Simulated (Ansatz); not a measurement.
# FGaH₄O₂Si: one species, many methods

An exercise on one series of results from a longer session: the logs are not shown, and one member is left open.

Computed with Ansatz 0.2.0, Gaussian basis. Level: functionals in def2-TZVPP, the program's frozen cores in correlated methods.

The runs, in order: LDA (SPW92), PBE-D4, revPBE-D4, BLYP-D4, r2SCAN-D4, B97M-V, PBE0-D4, B3LYP-D4, r2SCANh-D4, r2SCAN0-D4, HSE06-D4, BHLYP-D4, CAM-B3LYP-D4, LC-ωPBE, ωB97X-V, ωB97M-V, B2PLYP, PBE-QIDH; CCSD(T)/def2-SVP; CCSD(T)/def2-TZVPP; MP2/def2-QZVPP; extrapolation to the limit; RPA on PBE.

### The relaxed structure

An earlier PBE0-D4 in a triple-zeta def2 set relaxation fixed the geometry.

9 atoms, charge 0, spin multiplicity 1.

Atoms are counted from 1 here; the program's logs count them from 0.

Bond lengths: O1–Si2 1.687 Å, O1–H6 0.959 Å, Si2–F3 1.590 Å, Si2–O4 1.589 Å, Si2–H7 1.469 Å, O4–Ga5 1.874 Å, Ga5–H8 1.560 Å, Ga5–H9 1.557 Å. Angles: Si2–O1–H6 122.0°, O1–Si2–F3 106.5°, O1–Si2–O4 98.2°, O1–Si2–H7 111.9°, F3–Si2–O4 116.4°, F3–Si2–H7 106.2°, O4–Si2–H7 117.0°, Si2–O4–Ga5 103.6°, O4–Ga5–H8 114.5°, O4–Ga5–H9 113.6°, H8–Ga5–H9 129.7°.

Set-up of the first run:

File in.yaml:

```yaml
crystal:
  periodic: [false, false, false]
  atoms:
    - {symbol: O, position_ang: [-0.482482, 0.844347, 0.533339]}
    - {symbol: Si, position_ang: [0.959812, -0.007504, 0.731595]}
    - {symbol: F, position_ang: [0.794919, -0.875271, 2.053759]}
    - {symbol: O, position_ang: [0.943225, -0.803562, -0.643094]}
    - {symbol: Ga, position_ang: [-0.727328, -0.379114, -1.377354]}
    - {symbol: H, position_ang: [-1.065625, 1.036244, 1.270660]}
    - {symbol: H, position_ang: [2.098994, 0.889648, 0.968578]}
    - {symbol: H, position_ang: [-1.863968, -1.387164, -1.022716]}
    - {symbol: H, position_ang: [-0.657546, 0.682386, -2.514768]}
basis:
  gaussian: {orbitals: def2-TZVPP}
hamiltonian: {xc: lda}
output: {orbitals: {seedname: orbitals}}
```

Started as:

```bash
$ ansatz run in.yaml --threads 4 --pin off --events-out ev --progress --plain --max-ram 10444MiB
```

Steps of the session up to this table: LDA; PBE-D4 (GGA); revPBE-D4 (GGA); BLYP-D4 (GGA); r2SCAN-D4 (meta-GGA); B97M-V (meta-GGA); PBE0-D4 (hybrid); B3LYP-D4 (hybrid); r2SCANh-D4 (hybrid); r2SCAN0-D4 (hybrid); HSE06-D4 (hybrid); BHLYP-D4 (hybrid); CAM-B3LYP-D4 (range-separated); LC-ωPBE (range-separated); ωB97X-V (range-separated); ωB97M-V (range-separated); B2PLYP (double hybrid); PBE-QIDH (double hybrid).

One table of the session follows, with a row left open; its other results are not shown here.

It belongs to the step «Orbital energies across the functionals». 

| functional | HOMO (eV) | gap (eV) |
| --- | --- | --- |
| LDA (SPW92) | -7.03 | 5.26 |
| PBE-D4 | -6.93 | 5.43 |
| revPBE-D4 | -6.88 | 5.51 |
| BLYP-D4 | -6.83 | 5.39 |
| r2SCAN-D4 | -7.26 | 6.17 |
| B97M-V | -7.38 | 6.00 |
| PBE0-D4 | -8.30 | 7.63 |
| B3LYP-D4 | ? | ? |
| r2SCANh-D4 | -7.77 | 6.95 |
| r2SCAN0-D4 | -8.52 | 8.11 |
| HSE06-D4 | -7.89 | 6.86 |
| BHLYP-D4 | -9.58 | 9.66 |
| CAM-B3LYP-D4 | -9.70 | 9.91 |
| LC-ωPBE | -11.06 | 12.49 |
| ωB97X-V | -10.71 | 11.98 |
| ωB97M-V | -10.55 | 11.51 |

Q: Estimate the row for B3LYP-D4 from the others.

Worked estimate for «HOMO (eV)». Against the share of exact exchange, BLYP-D4 (0, -6.83), BHLYP-D4 (0.5, -9.58) give a slope of -5.50 per unit share; at 0.2 the line stands at -7.93.

As computed: HOMO (eV): -8.09; gap (eV): 7.15. In «HOMO (eV)» the line misses by +0.16.
